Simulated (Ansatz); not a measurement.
# RhN: the cost of one run

Program: Ansatz 0.2.0. Level of theory: DFT PBE without U, plane waves, PAW. These are calculated values, not measurements.

1 further run of the same task is left out (it didn't finish).

**1. The starting structure**

It takes space group P4/nmm (No. 129, tetragonal). The conventional cell has a = 3.317 Å, b = 3.317 Å, c = 4.857 Å, α = 90.00°, β = 90.00°, γ = 90.00°. Around Rh (site symmetry -4m2) lie 4 N at 2.11 Å and 4 Rh at 2.35 Å. N (site symmetry 4mm) has 4 Rh at 2.11 Å as nearest neighbours.

Structure file:

```
Rh N
1.0
     3.31713    0.00000    4.85691
     0.00000    3.31713    4.85691
     0.00000    0.00000    9.71381
Rh N
4 4
Cartesian
  0.0000 0.0000 0.0000
  1.6586 1.6586 9.7138
  0.0000 0.0000 4.8569
  1.6586 1.6586 4.8569
  1.6586 0.0000 11.0106
  0.0000 1.6586 3.5601
  1.6586 0.0000 6.1537
  0.0000 1.6586 8.4170
```

Magnetic order typed: antiferromagnetic, doubled cell 1/2 1/2 1/2.

An earlier series on this cell reached its lowest free state from «natural orbitals of the symmetric run, filled by rank», perhaps among other starts (it ended without moments).

**2. Random orbitals: single harmonics, second filling**

Input file input.yaml:

```yaml
crystal:
  lattice:
    - [3.31712558, 0.0, 4.85690536]
    - [0.0, 3.31712558, 4.85690536]
    - [0.0, 0.0, 9.71381072]
  atoms:
    - { symbol: Rh, position: [0.0, 0.0, 0.0], spin: 2.0 }
    - { symbol: Rh, position: [0.5, 0.5, 0.5], spin: 0.3 }
    - { symbol: "N", position: [0.5, 0.0, 0.8835] }
    - { symbol: "N", position: [0.0, 0.5, 0.1165] }
    - { symbol: Rh, position: [0.0, 0.0, 0.5], spin: -2.0 }
    - { symbol: Rh, position: [0.5, 0.5, 0.0], spin: -0.3 }
    - { symbol: "N", position: [0.5, 0.0, 0.3835] }
    - { symbol: "N", position: [0.0, 0.5, 0.6165] }
basis:
  ecutwfc: 420
  ecutrho_ratio: 4
kpoints:
  mp_grid: { grid: [6, 6, 6] }
hamiltonian:
  xc: pbe
  hubbard:
    sites:
      - { site: 0, l: d, u_eff: 0.0, starting_ns: [{ spin: up, occupation_matrix: s0up }, { spin: down, occupation_matrix: s0down }] }
      - { site: 1, l: d, u_eff: 0.0, starting_ns: [{ spin: up, occupation_matrix: s1up }, { spin: down, occupation_matrix: s1down }] }
      - { site: 4, l: d, u_eff: 0.0, starting_ns: [{ spin: up, occupation_matrix: s4up }, { spin: down, occupation_matrix: s4down }] }
      - { site: 5, l: d, u_eff: 0.0, starting_ns: [{ spin: up, occupation_matrix: s5up }, { spin: down, occupation_matrix: s5down }] }
    occupation_matrices:
      s0up:
        matrix:
          - [0.97, 0.0, 0.0, 0.0, 0.0]
          - [0.0, 0.97, 0.0, 0.0, 0.0]
          - [0.0, 0.0, 0.97, 0.0, 0.0]
          - [0.0, 0.0, 0.0, 0.02, 0.0]
          - [0.0, 0.0, 0.0, 0.0, 0.97]
      s0down:
        matrix:
          - [0.02, 0.0, 0.0, 0.0, 0.0]
          - [0.0, 0.97, 0.0, 0.0, 0.0]
          - [0.0, 0.0, 0.02, 0.0, 0.0]
          - [0.0, 0.0, 0.0, 0.02, 0.0]
          - [0.0, 0.0, 0.0, 0.0, 0.97]
      s1up:
        matrix:
          - [0.97, 0.0, 0.0, 0.0, 0.0]
          - [0.0, 0.02, 0.0, 0.0, 0.0]
          - [0.0, 0.0, 0.02, 0.0, 0.0]
          - [0.0, 0.0, 0.0, 0.97, 0.0]
          - [0.0, 0.0, 0.0, 0.0, 0.97]
      s1down:
        matrix:
          - [0.97, 0.0, 0.0, 0.0, 0.0]
          - [0.0, 0.02, 0.0, 0.0, 0.0]
          - [0.0, 0.0, 0.97, 0.0, 0.0]
          - [0.0, 0.0, 0.0, 0.97, 0.0]
          - [0.0, 0.0, 0.0, 0.0, 0.02]
      s4up:
        matrix:
          - [0.02, 0.0, 0.0, 0.0, 0.0]
          - [0.0, 0.02, 0.0, 0.0, 0.0]
          - [0.0, 0.0, 0.02, 0.0, 0.0]
          - [0.0, 0.0, 0.0, 0.97, 0.0]
          - [0.0, 0.0, 0.0, 0.0, 0.97]
      s4down:
        matrix:
          - [0.97, 0.0, 0.0, 0.0, 0.0]
          - [0.0, 0.97, 0.0, 0.0, 0.0]
          - [0.0, 0.0, 0.97, 0.0, 0.0]
          - [0.0, 0.0, 0.0, 0.97, 0.0]
          - [0.0, 0.0, 0.0, 0.0, 0.02]
      s5up:
        matrix:
          - [0.02, 0.0, 0.0, 0.0, 0.0]
          - [0.0, 0.02, 0.0, 0.0, 0.0]
          - [0.0, 0.0, 0.97, 0.0, 0.0]
          - [0.0, 0.0, 0.0, 0.97, 0.0]
          - [0.0, 0.0, 0.0, 0.0, 0.97]
      s5down:
        matrix:
          - [0.97, 0.0, 0.0, 0.0, 0.0]
          - [0.0, 0.97, 0.0, 0.0, 0.0]
          - [0.0, 0.0, 0.97, 0.0, 0.0]
          - [0.0, 0.0, 0.0, 0.02, 0.0]
          - [0.0, 0.0, 0.0, 0.0, 0.02]
    ns_hold: { iters: 12 }
scf:
  occupations: { method: gaussian, width: 0.05 }
  lower_state_search: "off"
  max_iter: 150
output:
  forces: true
  stress: true
  eigenvalues: true
  populations: true
  hubbard:
    sites:
      - { site: 0, l: d }
      - { site: 1, l: d }
      - { site: 4, l: d }
      - { site: 5, l: d }
magnetization:
  spin_polarized: true
```

The typed matrices put 0.97 on the chosen orbitals and 0.02 on the others, and are held for 12 cycles.

Run with:

```sh
ansatz run input.yaml --threads 4 --pin off --max-ram 6144MiB --backend cpu --events-out ev --progress --plain --runs-dir out
```

**Question.** How long does this run take on 4 threads of Arm Neoverse N1, shared host, and how much memory does it need?

About 3.3 min, with a peak of 0.93 GiB.
